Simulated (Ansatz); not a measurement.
**Pb2ClO2: properties at the relaxed cell**

One table from this session's results is given with a row withheld; the runs are named, their logs left out.

Computed with Ansatz 0.2.0 (DFT PBEsol, scalar-relativistic, plane waves, PAW, unless a step's input says otherwise).

### The structure to begin with

The structure is tetragonal, space group I4/mmm (No. 139). Conventional cell: a = 3.934 Å, b = 3.934 Å, c = 12.341 Å, α = 90.00°, β = 90.00°, γ = 90.00°. Pb (site symmetry 4mm) is surrounded by 4 O at 2.31 Å and 4 Cl at 3.35 Å. Around Cl (site symmetry 4/mmm) lie 8 Pb at 3.35 Å. O (site symmetry -4m2) is surrounded by 4 Pb at 2.31 Å.

As a file:

```xyz
5
Lattice="-1.9670 1.9670 6.1707 1.9670 -1.9670 6.1707 1.9670 1.9670 -6.1707" Properties=species:S:1:pos:R:3 pbc="T T T"
Pb    0.0000    0.0000    1.8728
Pb    0.0000    0.0000   10.4687
Cl    0.0000    0.0000    6.1707
O     0.0000    1.9670    3.0854
O     1.9670    0.0000    3.0854
```

This cell was relaxed beforehand with the same method: volume 19.10 Å³/atom, gap on the mesh none (metal).

The first run:

Input file input.yaml:

```yaml
crystal:
  lattice:
    - [-1.9470922183, 1.9470922183, 6.1083996484]
    - [1.9470922183, -1.9470922183, 6.1083996484]
    - [1.9470922183, 1.9470922183, -6.1083996484]
  atoms:
    - { symbol: Pb, position: [0.151746125, 0.151746125, 0.0] }
    - { symbol: Pb, position: [0.848253875, 0.848253875, 0.0] }
    - { symbol: Cl, position: [0.5, 0.5, 0.0] }
    - { symbol: O, position: [0.75, 0.25, 0.5] }
    - { symbol: O, position: [0.25, 0.75, 0.5] }
basis:
  ecutwfc: 420
kpoints:
  mp_grid: { grid: [12, 12, 12] }
hamiltonian:
  xc: pbesol
scf:
  occupations: { method: gaussian, width: 0.1 }
output:
  forces: true
  stress: true
  eigenvalues: true
relax:
  adjacent_minimum: "off"
  f_tol: 0.01
  max_steps: 30
  cell: { stress_tol: 0.1, fix: [volume] }
```

The run is started by

```
> ansatz run input.yaml --threads 1 --pin off --max-ram 2560MiB --backend cpu --events-out ev --progress --plain --runs-dir out
```

Among the steps run: The cell scaled to 0.97 of its volume; Point at V/V0 = 1.03; The cell scaled to 0.94 of its volume; The cell scaled to 1.06 of its volume.

One table of the session follows, with a row left open; its other results are not shown here.

It belongs to the step «Equation of state». 

| volume (Å³/atom) | energy above the lowest point (meV/atom) | pressure (GPa) |
| --- | --- | --- |
| 17.953 | 10.1 | 3.06 |
| 18.526 | ? | ? |
| 19.099 | 0.0 | 0.00 |
| 19.672 | 2.2 | -1.18 |
| 20.245 | 8.2 | -2.13 |

**Question.** Estimate the row for volume (Å³/atom) = 18.526.

Worked estimate for «energy above the lowest point (meV/atom)». A straight line through the neighbours (17.953, 10.1) and (19.099, 0.0) gives 10.1 + (0.0 − 10.1) × (18.526 − 17.953) / (19.099 − 17.953) = 5.0; a parabola fitted to 3 rows on both sides gives 2.6.

**Answer.** energy above the lowest point (meV/atom): 2.3; pressure (GPa): 1.41. In «energy above the lowest point (meV/atom)» the line misses by +2.7 and the parabola by +0.3.

Limits of these values: Spin polarisation is off in the runs that give these values; a magnetic solution could lie lower.
